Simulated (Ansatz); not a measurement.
**GeF2 (SMILES [F][Ge][F]): HF/aug-pcseg-1 (sfX2C)**

What is the vertical ionisation energy of GeF2 at HF/aug-pcseg-1 (sfX2C)? 

Program for the calculation: Ansatz 0.2.0.

11 further runs of the same task are left out: 4 for a known fault of the program, 2 that didn't finish, 5 set aside as unsound or not needed.

### 1 Starting point

GeF2: 3 atoms, total charge 0, spin state singlet. SMILES: `[F][Ge][F]`. The shape is that of a PBE0-D4/def2-TZVP optimisation.

Bond lengths: F1–Ge2 1.745 Å, Ge2–F3 1.745 Å. Angles: F1–Ge2–F3 97.2°.

### 2 Energy and forces at HF/aug-pcseg-1 (sfX2C)

Contents of run.yaml:

```yaml
crystal:
  periodic: [false, false, false]
  atoms:
    - {symbol: F, position_ang: [-0.675900, -1.101800, -0.497500]}
    - {symbol: Ge, position_ang: [0.637500, -0.295200, 0.320200]}
    - {symbol: F, position_ang: [0.027600, 1.332100, 0.164100]}
basis:
  gaussian: {orbitals: aug-pcseg-1.json}
hamiltonian: {xc: hf, pseudopotentials: {relativity: scalar}}
output: {forces: true, orbitals: {seedname: orbitals}}
```

The basis set aug-pcseg-1 is read from a file made from the Basis Set Exchange's data (not shown).

Command:

```sh
$ ansatz run run.yaml --threads 1 --pin off --max-ram 2610MiB --events-out events.jsonl --progress --plain --runs-dir runs
```

Log:

```text
Warning: RAYON_NUM_THREADS=1 ignored (pool sized by the plan → 1); use --threads N
Functional definition: HF
  name "HF"
  exchange = exact_x
  correlation = 0
768 factors; integrals over basis functions are off by at most 3.2e-4 eV
mean field evaluation 1: about -62348.8761 eV, gradient 4.1e1 eV
mean field evaluation 2: about -62349.0039 eV, gradient 4.1e1 eV
mean field evaluation 4: about -62351.9591 eV, gradient 1.7e0 eV
mean field evaluation 8: about -62352.0021 eV, gradient 1.6e-1 eV
mean field -62352.00225332 eV, -2291.3938191045 hartree, gradient 1.3e-5 eV, S^2 0.000000; 0 other end points of the search recorded, 0 dependent functions left out
the calculation of the forces begins
reference -62352.00225332 eV, -2291.3938191045 hartree; 25, 25 occupied and 57, 57 virtual orbitals, 768 factors
Total energy: -62352.00225332 eV, -2291.3938191045 hartree
Relativity: scalar
Atom 0 at    -0.675900    -1.101800    -0.497500 Å, force    -0.102576     0.066642    -0.049381 eV/Å
Atom 1 at     0.637500    -0.295200     0.320200 Å, force     0.216420    -0.091223     0.109703 eV/Å
Atom 2 at     0.027600     1.332100     0.164100 Å, force    -0.113844     0.024581    -0.060322 eV/Å
Dipole moment:     0.483672    -0.206443     0.244886 e Å
```

Run time: 1.2 s. Hardware: 1 thread of Arm Neoverse V1, shared host.

### 3 The doublet cation, same level

Changes to run.yaml since step 2:

```diff
@@ -1 +1,3 @@
+basis:
+  gaussian: {orbitals: aug-pcseg-1.json}
 crystal:
@@ -6,4 +8,4 @@
     - {symbol: F, position_ang: [0.027600, 1.332100, 0.164100]}
-basis:
-  gaussian: {orbitals: aug-pcseg-1.json}
+total_charge: 1
+magnetization: {spin_polarized: true, initial_magnetization: 1}
 hamiltonian: {xc: hf, pseudopotentials: {relativity: scalar}}
```

The basis set aug-pcseg-1 is read from a file made from the Basis Set Exchange's data (not shown).

Command:

```sh
$ ansatz run run.yaml --threads 1 --pin off --max-ram 2610MiB --events-out events.jsonl --progress --plain --runs-dir runs
```

Log, cut to the lines that bear on the results:

```text
Warning: RAYON_NUM_THREADS=1 ignored (pool sized by the plan → 1); use --threads N
[... 2 set-up lines as earlier in the session ...]
[...]
768 factors; integrals over basis functions are off by at most 3.2e-4 eV
[...]
mean field -62340.87036231 eV, -2290.9847296552 hartree, gradient 6.9e-5 eV, S^2 0.775211; 0 other end points of the search recorded, 0 dependent functions left out
[...]
reference -62340.87036231 eV, -2290.9847296552 hartree; 25, 24 occupied and 57, 58 virtual orbitals, 768 factors
Total energy: -62340.87036231 eV, -2290.9847296552 hartree
Relativity: scalar
Atom 0 at    -0.675900    -1.101800    -0.497500 Å, force     1.907352     0.274443     1.087296 eV/Å
Atom 1 at     0.637500    -0.295200     0.320200 Å, force    -3.254991     1.389757    -1.647968 eV/Å
Atom 2 at     0.027600     1.332100     0.164100 Å, force     1.347638    -1.664200     0.560672 eV/Å
Dipole moment:     0.839792    -0.358357     0.425200 e Å
```

Run time: 2.6 s. Hardware: 1 thread of Arm Neoverse V1, shared host.

### 4 Summary of results

Level: HF/aug-pcseg-1 (sfX2C).

| quantity | value |
| --- | --- |
| singlet GeF2: total energy | -2291.39382 Eh |
| singlet GeF2: dipole moment | 2.79 D |
| singlet GeF2: HOMO energy | -11.99 eV |
| singlet GeF2: LUMO energy | 0.01 eV |
| singlet GeF2: HOMO–LUMO gap | 12.00 eV |
| singlet GeF2: largest force on an atom | 0.259 eV/Å |
| doublet cation: total energy | -2290.98473 Eh |
| doublet cation: HOMO energy (highest over α and β) | -22.03 eV |
| doublet cation: LUMO energy (lowest over α and β) | -10.32 eV |
| doublet cation: ⟨S²⟩ | 0.775 |
| doublet cation: largest force on an atom | 3.904 eV/Å |
| vertical ionisation energy (to the doublet cation) | 11.132 eV |

In words: The vertical ionisation energy comes to 11.13 eV (257 kcal/mol). The largest force (singlet GeF2) is 0.26 eV/Å: the shape isn't a stationary point for this species at this level. The negative HOMO energy of the first species, 11.99 eV, lies 0.86 eV above that difference. Mulliken charges (singlet GeF2) run from -0.81 on F1 to +1.62 on Ge2; in a basis this large or diffuse they mean little.
